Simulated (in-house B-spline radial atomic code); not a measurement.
# Os²⁹⁺: excited configurations

Aim: the energies of several excited configurations of Os²⁹⁺ above a reference configuration, each from its own self-consistent run.

Method: Dirac-Hartree-Fock, average of configuration, Fermi nucleus, basis-set limit. Code: in-house B-spline radial atomic code version 1.

## 1. What is computed

```
element       : osmium (Z = 76)
charge        : +29
electrons     : 47
configuration : [Kr] 4d10 4f1
Hamiltonian   : Dirac-Coulomb
nucleus       : Fermi, rms radius 5.413 fm
```

Outer shells as boxes (Hund's rule):

[Kr] 4d10 4f1
```
[Kr] core
4d [↑↓][↑↓][↑↓][↑↓][↑↓]
4f [↑ ][  ][  ][  ][  ][  ][  ]
```

The boxes draw the filling by Hund's rule, which heavy ions in jj coupling don't follow; these runs average over all states of the configuration.

Input settings:

```ini
Z = 76
electrons = 47.0
configuration = [Kr] 4d10 4f1
hamiltonian = dirac
method = hf
spin_polarised = False
nucleus = fermi
rms_radius = 5.4126
mass_number = 192
atomic_mass = 191.961478765
speed_of_light = 137.035999084
```

This reference run was done before. Its total energy is -16868.975562 hartree, and its levels are (the highest eight at most):

```
orbital  occupation  energy (eV)  <r> (bohr)
  3d5/2           6     -3034.09      0.1768
  4s1/2           2     -1627.56      0.4090
  4p1/2           2     -1514.26      0.4088
  4p3/2           4     -1419.34      0.4330
  4d3/2           4     -1231.41      0.4296
  4d5/2           6     -1212.21      0.4371
  4f5/2    0.428571     -1001.72      0.4144
  4f7/2    0.571429      -997.11      0.4175
```

## 2. Configuration [Kr] 4d10 6s1

Input settings:

```ini
Z = 76
electrons = 47.0
configuration = [Kr] 4d10 6s1
hamiltonian = dirac
method = hf
spin_polarised = False
nucleus = fermi
rms_radius = 5.4126
mass_number = 192
atomic_mass = 191.961478765
speed_of_light = 137.035999084
```

## 3. Configuration [Kr] 4d9 4f1 8f1

The settings differ from step 2 so:

```diff
@@ -2,3 +2,3 @@
 electrons = 47.0
-configuration = [Kr] 4d10 6s1
+configuration = [Kr] 4d9 4f1 8f1
 hamiltonian = dirac
```

## 4. Run with [Kr] 4d9 4f1 5g1

The settings differ from step 3 so:

```diff
@@ -2,3 +2,3 @@
 electrons = 47.0
-configuration = [Kr] 4d9 4f1 8f1
+configuration = [Kr] 4d9 4f1 5g1
 hamiltonian = dirac
```

## 5. Run with [Kr] 4d9 4f1 5s1

The settings differ from step 4 so:

```diff
@@ -2,3 +2,3 @@
 electrons = 47.0
-configuration = [Kr] 4d9 4f1 5g1
+configuration = [Kr] 4d9 4f1 5s1
 hamiltonian = dirac
```

## 6. [Kr] 4d9 4f1 8d1

The settings differ from step 5 so:

```diff
@@ -2,3 +2,3 @@
 electrons = 47.0
-configuration = [Kr] 4d9 4f1 5s1
+configuration = [Kr] 4d9 4f1 8d1
 hamiltonian = dirac
```

How far above the reference does each configuration lie (order and size, in eV)?

**Answer**, as computed:

| net move | configuration | energy above the reference (eV) | with Breit, QED, recoil (eV) | largest <r> (bohr) |
| --- | --- | --- | --- | --- |
| 4d → 5s | [Kr] 4d9 4f1 5s1 | 386.56 | 386.93 | 0.750 |
| 4f → 6s | [Kr] 4d10 6s1 | 478.36 | 478.94 | 1.19 |
| 4d → 5g | [Kr] 4d9 4f1 5g1 | 710.22 | 709.55 | 0.847 |
| 4d → 8d | [Kr] 4d9 4f1 8d1 | 989.02 | 988.44 | 2.59 |
| 4d → 8f | [Kr] 4d9 4f1 8f1 | 1006.60 | 1005.98 | 2.70 |

Quantum defects of the promoted electron, δ = n − ζ/√(−2ε) with ζ = 30 and ε its orbital energy in hartree:

| promotion | δ |
| --- | --- |
| 4d → 5s | 1.163 |
| 4f → 6s | 1.142 |
| 4d → 5g | 0.090 |
| 4d → 8d | 0.689 |
| 4d → 8f | 0.425 |

The energies run from 386.56 eV (4d → 5s) to 1006.60 eV (4d → 8f). Of those tabulated, the defect is largest for 5s (1.16) and least for 5g (0.09); at this charge much of the defect is relativistic. Two partly filled shells share a symmetry and can mix in the average, which may lower the energy, for: 4d → 8d; 4d → 8f. These are averages over configurations, without correlation, not spectroscopic levels.
